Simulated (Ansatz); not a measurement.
I need a calculation of the elastic constants of Mo, space group Im-3m. Use the Ansatz DFT code, driven from Python. Settings: PBE, PAW, cutoff 517 eV, 19×19×19 k-points, Fermi-Dirac smearing of 0.1 eV.

```
CELL_PARAMETERS angstrom
-1.57342 1.57342 1.57342
1.57342 -1.57342 1.57342
1.57342 1.57342 -1.57342
ATOMIC_POSITIONS crystal
Mo 0.00000 0.00000 0.00000
```

Script `mo_elastic.py`:
```python
"""Stiffness tensor and moduli of Mo."""

import ansatz
from ase import Atoms
import numpy as np


def main() -> None:
    atoms = Atoms(
        ["Mo"],
        scaled_positions=[
            (0.0, 0.0, 0.0),
        ],
        cell=[
            (-1.573415, 1.573415, 1.573415),
            (1.573415, -1.573415, 1.573415),
            (1.573415, 1.573415, -1.573415),
        ],
        pbc=True,
    )
    system = ansatz.Crystal.from_ase(atoms)

    calc = (
        system.calculation()
        .basis(19 * ansatz.Ha)
        .occupations("fermi_dirac", width=0.1)
        .functional("pbe")
        .pseudopotentials("paw")
        .kpoints(19, 19, 19)
    )
    res = calc.elastic("relaxed-ion").run(threads=1, pin="off")
    elastic = res.elastic

    print(np.array2string(np.round(elastic.c_gpa, 1) + 0.0, suppress_small=True))
    print("Voigt stress of the unstrained cell (GPa, tension positive):", np.round(elastic.sigma0_gpa, 3) + 0.0)
    print("smallest eigenvalue of C:", round(elastic.stability.min_eigenvalue_gpa, 1), "GPa; tensor positive definite:", elastic.stability.min_eigenvalue_gpa > 0)
    # averaged moduli need a positive definite tensor
    if elastic.stability.min_eigenvalue_gpa > 0:
        for name, value in elastic.moduli.to_plain().items():
            print(f"{name:14s} {value:9.3f}")
        S = np.linalg.inv(elastic.c_gpa)
        print("Young modulus along x, y, z (GPa):", np.round(1 / np.diag(S)[:3], 1))
        print("linear compressibility along x, y, z (1/TPa):", np.round(1000 * S[:3, :3].sum(axis=1), 2))


if __name__ == "__main__":
    main()
```

```console
$ python mo_elastic.py
[[479.6 170.1 170.1   0.    0.    0. ]
 [170.1 479.6 170.1   0.    0.    0. ]
 [170.1 170.1 479.6   0.    0.    0. ]
 [  0.    0.    0.  106.1   0.    0. ]
 [  0.    0.    0.    0.  106.1   0. ]
 [  0.    0.    0.    0.    0.  106.1]]
Voigt stress of the unstrained cell (GPa, tension positive): [-3.525 -3.525 -3.525  0.     0.     0.   ]
smallest eigenvalue of C: 106.1 GPa; tensor positive definite: True
k_voigt_gpa      273.276
k_reuss_gpa      273.276
k_hill_gpa       273.276
g_voigt_gpa      125.567
g_reuss_gpa      121.380
g_hill_gpa       123.474
youngs_gpa       321.935
poisson            0.304
Young modulus along x, y, z (GPa): [390.5 390.5 390.5]
linear compressibility along x, y, z (1/TPa): [1.22 1.22 1.22]
```

Caveats:
- No spin polarisation was allowed.
- The cell isn't relaxed first, so the values belong to this volume.
- A positive definite tensor excludes instabilities under uniform strain alone; phonons elsewhere in the zone can still be imaginary.
- The cell stands under 3.5 GPa at these settings.
- Shear constants of a metal converge slowly with the k-point mesh and can be wrong in sign on a coarse one; the constants belong to the cell that was strained.
- Hardware and time: 70 s on 1 thread of Arm Neoverse V2, on a shared host, peak memory 0.6 GiB.

(A comment or docstring line of the script was reworded after the run, the code is as it ran.)
